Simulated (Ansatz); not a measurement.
# Mg3Ti5N8: the cost of one run

Program: Ansatz 0.2.0. Level of theory: DFT PBE, scalar-relativistic, plane waves, PAW. These are calculated values, not measurements.

## (1) The structure to begin with

Symmetry: Pm, No. 6, monoclinic system. Conventional cell: a = 8.480 Å, b = 4.240 Å, c = 8.480 Å, α = 90.00°, β = 90.00°, γ = 90.00°. Ti (site symmetry m) is surrounded by 6 N at 2.12 Å. Around Mg (site symmetry m) lie 6 N at 2.12 Å. Only part of the 32 independent sites is listed.

As a file:

```cif
data_structure
_symmetry_space_group_name_H-M 'Pm'
_symmetry_Int_Tables_number 6
_cell_length_a 8.4800
_cell_length_b 4.2400
_cell_length_c 8.4800
_cell_angle_alpha 90.000
_cell_angle_beta 90.000
_cell_angle_gamma 90.000
_cell_volume 304.90
loop_
_atom_site_label
_atom_site_type_symbol
_atom_site_symmetry_multiplicity
_atom_site_Wyckoff_symbol
_atom_site_fract_x
_atom_site_fract_y
_atom_site_fract_z
_atom_site_occupancy
Ti1 Ti 1 a 0.00000 0.00000 0.00000 1
Ti2 Ti 1 b 0.00000 0.50000 0.25000 1
Ti3 Ti 1 b 0.25000 0.50000 0.00000 1
Ti4 Ti 1 a 0.25000 0.00000 0.25000 1
Ti5 Ti 1 a 0.00000 0.00000 0.50000 1
Mg1 Mg 1 b 0.00000 0.50000 0.75000 1
Ti6 Ti 1 b 0.25000 0.50000 0.50000 1
Ti7 Ti 1 a 0.25000 0.00000 0.75000 1
Mg2 Mg 1 a 0.50000 0.00000 0.00000 1
Mg3 Mg 1 b 0.50000 0.50000 0.25000 1
Mg4 Mg 1 b 0.75000 0.50000 0.00000 1
Ti8 Ti 1 a 0.75000 0.00000 0.25000 1
Mg5 Mg 1 a 0.50000 0.00000 0.50000 1
Ti9 Ti 1 b 0.50000 0.50000 0.75000 1
Ti10 Ti 1 b 0.75000 0.50000 0.50000 1
Mg6 Mg 1 a 0.75000 0.00000 0.75000 1
N1 N 1 a 0.25000 0.00000 0.00000 1
N2 N 1 b 0.25000 0.50000 0.25000 1
N3 N 1 b 0.50000 0.50000 0.00000 1
N4 N 1 a 0.50000 0.00000 0.25000 1
N5 N 1 a 0.25000 0.00000 0.50000 1
N6 N 1 b 0.25000 0.50000 0.75000 1
N7 N 1 b 0.50000 0.50000 0.50000 1
N8 N 1 a 0.50000 0.00000 0.75000 1
N9 N 1 a 0.75000 0.00000 0.00000 1
N10 N 1 b 0.75000 0.50000 0.25000 1
N11 N 1 b 0.00000 0.50000 0.00000 1
N12 N 1 a 0.00000 0.00000 0.25000 1
N13 N 1 a 0.75000 0.00000 0.50000 1
N14 N 1 b 0.75000 0.50000 0.75000 1
N15 N 1 b 0.00000 0.50000 0.50000 1
N16 N 1 a 0.00000 0.00000 0.75000 1
```

## (2) Relaxing cell and atoms: Mg3Ti5N8, no spin

Input file input.yaml:

```yaml
crystal:
  lattice:
    - [8.48, 0.0, 0.0]
    - [0.0, 8.48, 0.0]
    - [0.0, 0.0, 4.24]
  atoms:
    - { symbol: Ti, position: [0.0, 0.0, 0.0] }
    - { symbol: Ti, position: [0.0, 0.25, 0.5] }
    - { symbol: Ti, position: [0.25, 0.0, 0.5] }
    - { symbol: Ti, position: [0.25, 0.25, 0.0] }
    - { symbol: Ti, position: [0.0, 0.5, 0.0] }
    - { symbol: Mg, position: [0.0, 0.75, 0.5] }
    - { symbol: Ti, position: [0.25, 0.5, 0.5] }
    - { symbol: Ti, position: [0.25, 0.75, 0.0] }
    - { symbol: Mg, position: [0.5, 0.0, 0.0] }
    - { symbol: Mg, position: [0.5, 0.25, 0.5] }
    - { symbol: Mg, position: [0.75, 0.0, 0.5] }
    - { symbol: Ti, position: [0.75, 0.25, 0.0] }
    - { symbol: Mg, position: [0.5, 0.5, 0.0] }
    - { symbol: Ti, position: [0.5, 0.75, 0.5] }
    - { symbol: Ti, position: [0.75, 0.5, 0.5] }
    - { symbol: Mg, position: [0.75, 0.75, 0.0] }
    - { symbol: "N", position: [0.25, 0.0, 0.0] }
    - { symbol: "N", position: [0.25, 0.25, 0.5] }
    - { symbol: "N", position: [0.5, 0.0, 0.5] }
    - { symbol: "N", position: [0.5, 0.25, 0.0] }
    - { symbol: "N", position: [0.25, 0.5, 0.0] }
    - { symbol: "N", position: [0.25, 0.75, 0.5] }
    - { symbol: "N", position: [0.5, 0.5, 0.5] }
    - { symbol: "N", position: [0.5, 0.75, 0.0] }
    - { symbol: "N", position: [0.75, 0.0, 0.0] }
    - { symbol: "N", position: [0.75, 0.25, 0.5] }
    - { symbol: "N", position: [0.0, 0.0, 0.5] }
    - { symbol: "N", position: [0.0, 0.25, 0.0] }
    - { symbol: "N", position: [0.75, 0.5, 0.0] }
    - { symbol: "N", position: [0.75, 0.75, 0.5] }
    - { symbol: "N", position: [0.0, 0.5, 0.5] }
    - { symbol: "N", position: [0.0, 0.75, 0.0] }
scf:
  occupations: { method: methfessel_paxton, width: 0.1 }
output:
  forces: true
  stress: true
  eigenvalues: true
  write_density: true
  write_potential: true
  elf: true
  volumetric_format: npy
kpoints:
  mp_grid: { grid: [4, 4, 8] }
hamiltonian:
  xc: pbe
relax:
  f_tol: 0.01
  adjacent_minimum: "off"
  cell: { stress_tol: 0.05, fix: [shape] }
```

On the command line:

```console
ansatz run input.yaml --threads 4 --pin off --max-ram 14336MiB --backend cpu --events-out ev --progress --plain --runs-dir out
```

Q: Estimate wall time and peak memory on 4 threads of AMD EPYC 9R45 (Zen 5), shared host.

About 5.4 min, with a peak of 2.7 GiB.
